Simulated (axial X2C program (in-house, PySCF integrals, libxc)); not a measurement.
# A two-component session on TeC⁺: properties at the nuclei

Aim: properties at the nuclei of TeC⁺, with spin–orbit coupling in the Hamiltonian from the start.

The runs use an in-house X2C program for linear molecules on PySCF integrals; two-component X2C with atomic mean-field terms, Te dyall-cv3z, C dyall-v3z.

All values are calculated.

## 1. Input

File task.json:

```json
{
 "zs": [
  52,
  6
 ],
 "q": 1,
 "bas": [
  "dyall-cv3z",
  "dyall-v3z"
 ],
 "r0": 1.95,
 "levels": [
  "PBE0",
  "HF",
  "PBE",
  "r2SCAN",
  "PBE50"
 ],
 "nst": 3
}
```

Keys: zs atomic numbers; q charge; bas basis sets; r0 starting distance in Å; levels methods (HF also brings MP2); nst determinants followed.

The run is started by

```bash
$ python soeom.py task.json out
```

After this run come: Expectation values, lowest determinant; Expectation values, a higher determinant; Expectation values, a higher determinant.

Before running it: what results should come out? Wanted: lowest determinant; Eeff magnitude; Ws magnitude Te; A∥/gI Te; qzz Te; higher determinant (for each run or level that gives them).

The runs gave:

| quantity | value |
| --- | --- |
| lowest determinant | Ω = 1/2 (excess of +ω over −ω: ω = 1/2) |
| Eeff magnitude (GV/cm), PBE0 | 0.22 |
| Ws magnitude Te (kHz), PBE0 | 0.538 |
| A∥/gI Te (MHz), PBE0 | 696 |
| qzz Te (a.u.), PBE0 | 2.22 |
| higher determinant | Ω = 3/2 (excess of +ω over −ω: ω = 3/2) |
| Eeff magnitude (GV/cm), PBE0, higher determinant | 0.973 |
| Ws magnitude Te (kHz), PBE0, higher determinant | 0.228 |
| A∥/gI Te (MHz), PBE0, higher determinant | 478 |
| qzz Te (a.u.), PBE0, higher determinant | -6.17 |
| higher determinant | Ω = 7/2 (excess of +ω over −ω: ω = 1/2, 2 × ω = 3/2) |
| Eeff magnitude (GV/cm), PBE0, higher determinant | 1.47 |
| Ws magnitude Te (kHz), PBE0, higher determinant | 0.227 |
| A∥/gI Te (MHz), PBE0, higher determinant | 456 |
| qzz Te (a.u.), PBE0, higher determinant | 1.85 |

In the first state, the effective field runs from 0.22 to 0.979 GV/cm over the mean-field levels, so the levels don't agree on it. The expectation values come from single determinants, which for open shells can mix terms of unlike spin or miss the lowest Ω, so a determinant need not be a state. Eeff is the effective electric field on the electron dipole moment in this Ω state and Ws the scalar–pseudoscalar constant (defined with the proton number Z and per Ω); A∥ is the parallel hyperfine constant, which follows by multiplying with the nuclear g factor gI = μI/(I μN); qzz is the electric field gradient, eQq0 = 234.96 MHz × Q/barn × qzz. The operators were transformed with the bare-nucleus X2C matrices.
